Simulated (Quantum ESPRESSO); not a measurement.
Wanted: the native input for a Quantum ESPRESSO 7.5 run.

```yaml
Task: work function
Functional: PBEsol
Potentials_or_basis: GBRV 1.5 PBEsol
Cutoff: 830 eV
Density_cutoff: 4150 eV
k_mesh: 2 × 2 × 1
Occupations: gaussian, width 0.136 eV
Spin: no spin polarisation
Boundary_across_the_vacuum: none
Part_of_the_system: slab
Real-space_augmentation_tqr: yes
Mixing_mode: local-TF
Mixing_beta: 0.3
Most_SCF_iterations: 150
SCF_threshold: 1.2e-08 Ry
```

Slab: SnSe2, a slab with vacuum.

```
Se Sn
1.0
     7.62200    0.00000    0.00000
    -3.81100    6.60084    0.00000
     0.00000    0.00000   21.87160
Se Sn
8 4
Cartesian
  1.9055 1.1001 8.0000
  0.0000 4.4006 8.0000
  5.7165 1.1001 8.0000
  3.8110 4.4006 8.0000
  0.0000 2.2003 11.0685
  -1.9055 5.5007 11.0685
  3.8110 2.2003 11.0685
  1.9055 5.5007 11.0685
  0.0000 0.0000 9.5342
  -1.9055 3.3004 9.5342
  3.8110 0.0000 9.5342
  1.9055 3.3004 9.5342
```

One way to write it, as run:

pw.in

```
&CONTROL
  calculation = 'scf'
  prefix = 'pwscf'
  outdir = './tmp'
  pseudo_dir = './pseudo'
  tprnfor = .true.
  disk_io = 'low'
/
&SYSTEM
  ibrav = 0
  celldm(1) = 8
  nat = 12
  ntyp = 2
  ecutwfc = 61
  ecutrho = 305
  nbnd = 67
  occupations = 'smearing'
  smearing = 'gaussian'
  degauss = 0.00999582
/
&ELECTRONS
  conv_thr = 1.2d-08
  electron_maxstep = 150
  mixing_beta = 0.3
  mixing_mode = 'local-TF'
  tqr = .true.
/
ATOMIC_SPECIES
Se    78.9710 se_pbesol_v1.uspp.F.UPF
Sn   118.7100 sn_pbesol_v1.4.uspp.F.UPF
CELL_PARAMETERS alat
  1.8004359896032  -0.0000000000000   0.0000000000000
 -0.9002179948250   1.5592233048977   0.0000000000000
  0.0000000000000   0.0000000000000   5.1664167384206
ATOMIC_POSITIONS crystal
Se     0.3333333334    0.1666666667    0.3657711370
Se     0.3333333333    0.6666666667    0.3657711370
Se     0.8333333334    0.1666666667    0.3657711370
Se     0.8333333333    0.6666666667    0.3657711370
Sn     0.0000000000    0.0000000000    0.4359191829
Sn     0.0000000000    0.5000000000    0.4359191829
Sn     0.5000000000    0.0000000000    0.4359191829
Sn     0.5000000000    0.5000000000    0.4359191829
Se     0.1666666666    0.3333333333    0.5060672287
Se     0.1666666666    0.8333333333    0.5060672287
Se     0.6666666666    0.3333333333    0.5060672287
Se     0.6666666666    0.8333333333    0.5060672287
K_POINTS automatic
2 2 1 0 0 0
```

pp_density.in

```
&INPUTPP
  prefix = 'pwscf'
  outdir = './tmp'
  filplot = 'density.dat'
  plot_num = 0
/
&PLOT
  nfile = 1
  filepp(1) = 'density.dat'
  iflag = 3
  output_format = 6
  fileout = 'density.cube'
/
```

pp_potential.in

```
&INPUTPP
  prefix = 'pwscf'
  outdir = './tmp'
  filplot = 'potential.dat'
  plot_num = 11
/
&PLOT
  nfile = 1
  filepp(1) = 'potential.dat'
  iflag = 3
  output_format = 6
  fileout = 'potential.cube'
/
```

Potentials or basis: GBRV 1.5 PBEsol.

Launch:

```console
$ OMP_NUM_THREADS=1 mpirun -n 4 pw.x -in pw.in > pw.out
$ OMP_NUM_THREADS=1 mpirun -n 1 pp.x -in pp_density.in > pp_density.out
$ OMP_NUM_THREADS=1 mpirun -n 1 pp.x -in pp_potential.in > pp_potential.out
```

Results of the run:

```json
{
 "Largest force": "0.456 eV/Å",
 "Band gap on the k mesh": "0.95 eV",
 "Ionisation potential of the upper face": "6.15 eV",
 "Electron affinity of the upper face": "5.20 eV"
}
```

Caveat: the k mesh is coarse (spacing up to 0.48 Å⁻¹), so the values aren't converged; real space augmentation costs some meV and hundredths of eV per Å; ionisation potential and electron affinity come from Kohn-Sham levels, which understate the gap; spin-orbit coupling is left out, which moves the levels of the heavy elements; the cell's inner coordinates are idealised or old, which leaves forces on the atoms.

Run time: 2.1 min on 4 MPI ranks on Intel(R) Xeon(R) Processor @ 2.70GHz, with other jobs on the host, peak memory 1.6 GiB a rank.
